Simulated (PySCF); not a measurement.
**From one method to the next for HI⁻**

Aim: see what other levels and later steps give for HI⁻.

Program: PySCF 2.14.0. Level of theory: method and basis as typed in the scripts. These are calculated values, not measurements.

5 further runs of the same task are left out: 1 for a known fault of the program, 4 that didn't finish.

## (1) The starting structure

HI⁻: 2 atoms, charge -1, spin multiplicity 2.

Bond lengths: H1–I2 1.730 Å.

## (2) The run that the others are compared with

The input, input.py:

```python
from pyscf import gto, scf

mol = gto.M(
    atom='H 0 0 0; I 0 0 1.73',
    basis='def2-svp',
    ecp={'I': 'def2-svp'},
    charge=-1,
    spin=1,
    verbose=4,
)
mf = scf.ROHF(mol)
mf.kernel()
mf.dip_moment()
print('orbital energies (hartree):', mf.mo_energy[..., max(0, mol.nelec[1]-3):mol.nelec[0]+3].round(4))
```

Launch:

```bash
> OMP_NUM_THREADS=1 python input.py
```

## (3) MP2 (UHF)

Variant 1 changes step after the SCF: none → mp2; SCF type: ROHF → UHF; frozen orbitals: none → 4.

The input, input.py:

```python
from pyscf import gto, scf, mp

mol = gto.M(
    atom='H 0 0 0; I 0 0 1.73',
    basis='def2-svp',
    ecp={'I': 'def2-svp'},
    charge=-1,
    spin=1,
    verbose=4,
)
mf = scf.UHF(mol)
mf.kernel()
mp.MP2(mf, frozen=4).kernel()
mf.dip_moment()
print('orbital energies (hartree):', [e[max(0, n-3):n+3].round(4) for e, n in zip(mf.mo_energy, mol.nelec)])
```

## (4) RHF

Variant 2 changes SCF type: ROHF → RHF.

input.py, as its differences from that of step 2:

```diff
@@ -10,3 +10,3 @@
 )
-mf = scf.ROHF(mol)
+mf = scf.RHF(mol)
 mf.kernel()
```

## (5) Scan (ROKS)

Variant 3 changes functional: none (Hartree–Fock) → scan; SCF type: ROHF → ROKS; step after the SCF: none → analyze.

input.py, as its differences from that of step 2:

```diff
@@ -1,2 +1,2 @@
-from pyscf import gto, scf
+from pyscf import gto, dft
 
@@ -10,4 +10,5 @@
 )
-mf = scf.ROHF(mol)
+mf = dft.ROKS(mol, xc='scan')
 mf.kernel()
+mf.mulliken_pop()
 mf.dip_moment()
```

## (6) Camb3lyp (ROKS)

Variant 4 changes functional: none (Hartree–Fock) → camb3lyp; SCF type: ROHF → ROKS; step after the SCF: none → analyze.

input.py, as its differences from that of step 2:

```diff
@@ -1,2 +1,2 @@
-from pyscf import gto, scf
+from pyscf import gto, dft
 
@@ -10,4 +10,5 @@
 )
-mf = scf.ROHF(mol)
+mf = dft.ROKS(mol, xc='camb3lyp')
 mf.kernel()
+mf.mulliken_pop()
 mf.dip_moment()
```

Before running it: what results should come out? Wanted: for each run, E(SCF); from base; gap, α spin; after the SCF.

**Answer**, as computed:

```
            run  E(SCF) (hartree)  from base (eV)  cycles  gap, α spin (eV)                           after the SCF
           base       -297.171008               0      10               n/a                                     n/a
      MP2 (UHF)       -297.174338         -0.0906      11             17.13  MP2 correlation -3.592 eV, core frozen
            RHF       -297.171008          0.0000      10               n/a                                     n/a
    scan (ROKS)       -298.361789  not comparable       9               n/a                                     n/a
camb3lyp (ROKS)       -298.256949  not comparable       9               n/a                                     n/a
```

In words: With RHF the SCF ends at the base energy. A lower total energy from another functional means nothing by itself.
